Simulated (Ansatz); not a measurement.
A run of Ansatz 0.2.0 is set up as follows.

input.yaml

```yaml
crystal:
  lattice:
    - [0.0, 2.57761, 2.57761]
    - [2.57761, 0.0, 2.57761]
    - [2.57761, 2.57761, 0.0]
  atoms:
    - { symbol: Ge, position: [0.5, 0.5, 0.5] }
    - { symbol: W, position: [0.0, 0.0, 0.0] }
hamiltonian:
  xc: r2scan
  pseudopotentials: { kind: paw }
kpoints:
  mp_grid: { grid: [9, 9, 9] }
  band_path:
    path:
      - [[0.0, 0.0, 0.0], [0.5, 0.0, 0.5], [0.5, 0.25, 0.75], [0.375, 0.375, 0.75], [0.0, 0.0, 0.0], [0.5, 0.5, 0.5], [0.625, 0.25, 0.625], [0.5, 0.25, 0.75], [0.5, 0.5, 0.5], [0.375, 0.375, 0.75]]
      - [[0.625, 0.25, 0.625], [0.5, 0.0, 0.5]]
    npoints: 14
scf:
  occupations: { method: fermi_dirac, width: 0.05 }
  n_extra_bands: 6
output:
  forces: true
  stress: true
  eigenvalues: true
  fatbands: true
```

Potentials or basis: Ansatz PAW.

Command:

```sh
$ ansatz run input.yaml --threads 2 --pin off --max-ram 5632MiB --backend cpu --events-out ev --progress --plain --runs-dir out
```

Q: Predict the pressure.

A: -3.3 GPa.

Q: Predict the band gap on the k mesh.

A: None (metal or under the smearing width).

Levels at the corners of the path, in eV from the Fermi level:
| point | band 12 | band 13 | band 14 | band 15 | band 16 | band 17 |
| --- | --- | --- | --- | --- | --- | --- |
| Γ | -1.68 | -1.68 | -1.03 | -1.03 | 2.42 | 2.42 |
| X | -3.45 | -0.60 | -0.60 | 0.00 | 1.27 | 1.27 |
| W | -4.31 | -4.29 | 0.92 | 1.03 | 1.03 | 1.27 |
| K | -4.46 | -2.86 | -0.88 | 0.80 | 1.88 | 2.37 |
| Γ | -1.68 | -1.68 | -1.03 | -1.03 | 2.42 | 2.42 |
| L | -4.03 | -4.03 | 0.54 | 0.54 | 1.38 | 5.04 |
| U | -4.46 | -2.86 | -0.88 | 0.80 | 1.88 | 2.37 |
| W | -4.31 | -4.29 | 0.92 | 1.03 | 1.03 | 1.27 |
| L | -4.03 | -4.03 | 0.54 | 0.54 | 1.38 | 5.04 |
| K | -4.46 | -2.86 | -0.88 | 0.80 | 1.88 | 2.37 |
| U | -4.46 | -2.86 | -0.88 | 0.80 | 1.88 | 2.37 |
| X | -3.45 | -0.60 | -0.60 | 0.00 | 1.27 | 1.27 |

Caveat: spin-orbit coupling is left out, which moves the levels of the heavy elements; the PAW data sets come from PBE, with cores solved anew for the run's functional, which leaves a small shift of forces and pressure.
